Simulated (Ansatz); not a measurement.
# Zr2PbO: the cost of one run

Method: DFT PBE, scalar-relativistic, plane waves, PAW, in Ansatz 0.2.0.

## 1. The system as given

It takes space group P-3m1 (No. 164, trigonal). The conventional cell has a = 4.590 Å, b = 4.590 Å, c = 4.001 Å, α = 90.00°, β = 90.00°, γ = 120.00°. Zr (site symmetry 3m) has 3 Pb at 2.66 Å and 3 Zr at 2.68 Å in its first shell of neighbours. Pb (site symmetry -3m) is surrounded by 2 O at 2.00 Å. O (site symmetry -3m) has 2 Pb at 2.00 Å in its first shell of neighbours.

Structure file:

```
Zr Pb O
1.0
     4.58980    0.00000    0.00000
    -2.29490    3.97488    0.00000
     0.00000    0.00000    4.00119
Zr Pb O
2 1 1
Direct
  0.33333 0.66667 0.45402
  0.66667 0.33333 0.54598
  0.00000 0.00000 0.50000
  0.00000 0.00000 0.00000
```

The cell is invented: random cell by space group and Wyckoff sites (P-3m1, No. 164). Its size is a rough estimate.

## 2. A first look at the guess

The input, input.yaml:

```yaml
crystal:
  lattice:
    - [4.58979554, 0.0, 0.0]
    - [-2.29489777, 3.97487954, 0.0]
    - [0.0, 0.0, 4.00119194]
  atoms:
    - { symbol: Zr, position: [0.33333333, 0.66666667, 0.45402046] }
    - { symbol: Zr, position: [0.66666667, 0.33333333, 0.54597954] }
    - { symbol: Pb, position: [0.0, 0.0, 0.5] }
    - { symbol: O, position: [0.0, 0.0, 0.0] }
basis:
  ecutwfc: 420
kpoints:
  mp_grid: { grid: [6, 6, 4] }
hamiltonian:
  xc: pbe
scf:
  occupations: { method: gaussian, width: 0.1 }
  lower_state_search: "off"
output:
  forces: true
  stress: true
  eigenvalues: true
```

Command:

```
$ ansatz run input.yaml --threads 1 --pin off --max-ram 2560MiB --backend cpu --events-out ev --progress --plain --runs-dir out
```

Q: Estimate wall time and peak memory on 1 thread of AMD EPYC (Zen 3), shared host.

About 7.1 s, with a peak of 0.39 GiB.
